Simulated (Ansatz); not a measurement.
# BClH₂O₂: taking an electron away

Aim: the vertical ionisation energy of BClH₂O₂, as cation minus neutral at the neutral's geometry, on several levels, and how well −ε(HOMO) stands in for it.

Program: Ansatz 0.2.0, Gaussian basis. Level of theory: unrestricted cation, the program's frozen cores in correlated methods. These are calculated values, not measurements.

Levels to be run: UKS PBE-D4/def2-TZVPP; UKS r2SCAN-D4/def2-TZVPP; UKS PBE0-D4/def2-TZVPP; UKS B3LYP-D4/def2-TZVPP; UKS wB97X-V/def2-TZVPP; UKS wB97M-V/def2-TZVPP; UKS B2PLYP/def2-TZVPP; UHF-CCSD(T)/def2-TZVPP; UHF-MP2/def2-QZVPP; extrapolation to the limit; then −ε(HOMO) from the neutral's earlier runs with LDA (SPW92), PBE-D4, revPBE-D4, BLYP-D4, r2SCAN-D4, B97M-V, PBE0-D4, B3LYP-D4, r2SCANh-D4, r2SCAN0-D4, HSE06-D4, BHLYP-D4, CAM-B3LYP-D4, LC-ωPBE, ωB97X-V, ωB97M-V.

### Step 1. Structure used throughout

All runs share one geometry, relaxed beforehand with PBE0-D4 in a triple-zeta def2 set.

SMILES `OB(O)Cl`, 6 atoms, charge 0, spin multiplicity 1.

Atoms are counted from 1 here; the program's logs count them from 0.

Bond lengths: O1–B2 1.357 Å, O1–H5 0.960 Å, B2–O3 1.349 Å, B2–Cl4 1.771 Å, O3–H6 0.962 Å. Angles: B2–O1–H5 113.5°, O1–B2–O3 121.0°, O1–B2–Cl4 120.9°, O3–B2–Cl4 118.0°, B2–O3–H6 112.0°.

Geometry (Å):

```mol
BClH2O2
  3D, bonds by distance, orders not assigned

  6  5  0  0  0  0  0  0  0  0999 V2000
    0.1578    1.0254   -0.4421 O   0  0
   -0.1280   -0.2276   -0.0073 B   0  0
    0.6092   -0.8139    0.9581 O   0  0
   -1.4814   -1.1414   -0.6917 Cl  0  0
   -0.4344    1.3365   -1.1300 H   0  0
    1.3190   -0.2430    1.2670 H   0  0
  1  2  8  0
  2  3  8  0
  2  4  8  0
  1  5  8  0
  3  6  8  0
M  END
```

### Step 2. Cation, UKS PBE-D4/def2-TZVPP

Contents of in.yaml:

```yaml
crystal:
  periodic: [false, false, false]
  atoms:
    - {symbol: O, position_ang: [0.157763, 1.025353, -0.442076]}
    - {symbol: B, position_ang: [-0.128038, -0.227550, -0.007300]}
    - {symbol: O, position_ang: [0.609247, -0.813859, 0.958057]}
    - {symbol: Cl, position_ang: [-1.481443, -1.141367, -0.691707]}
    - {symbol: H, position_ang: [-0.434413, 1.336483, -1.130037]}
    - {symbol: H, position_ang: [1.318984, -0.242961, 1.266962]}
basis:
  gaussian: {orbitals: def2-TZVPP}
total_charge: 1
magnetization: {spin_polarized: true, initial_magnetization: 1}
hamiltonian: {xc: pbe, dispersion: d4}
```

The runs that follow: Cation, UKS r2SCAN-D4/def2-TZVPP; Cation, UKS PBE0-D4/def2-TZVPP; Cation, UKS B3LYP-D4/def2-TZVPP; Cation, UKS wB97X-V/def2-TZVPP; Cation, UKS wB97M-V/def2-TZVPP; Cation, UKS B2PLYP (frozen core)/def2-TZVPP; Cation, UHF-CCSD(T)/def2-TZVPP; Cation, UHF-MP2/def2-QZVPP.

Q: Predict the results of all the runs planned. Wanted: ionisation energy, CCSD(T)/CBS; nearest functional by difference; nearest −ε(HOMO); −ε(HOMO) of PBE; T1 of the cation.

The runs gave:

```
                        quantity               value
  ionisation energy, CCSD(T)/CBS            12.15 eV
nearest functional by difference  ωB97X-V (-0.14 eV)
                nearest −ε(HOMO)  LC-ωPBE (-0.12 eV)
                 −ε(HOMO) of PBE             7.64 eV
                T1 of the cation               0.022
```

In words: Energy differences with functionals land within 0.82 eV of the reference. The PBE orbital energy is 4.5 eV too small: a semilocal HOMO is no ionisation energy. Among orbital estimates LC-ωPBE comes nearest. Hartree-Fock falls 1.15 eV short, as the neutral has more correlation energy than the cation.
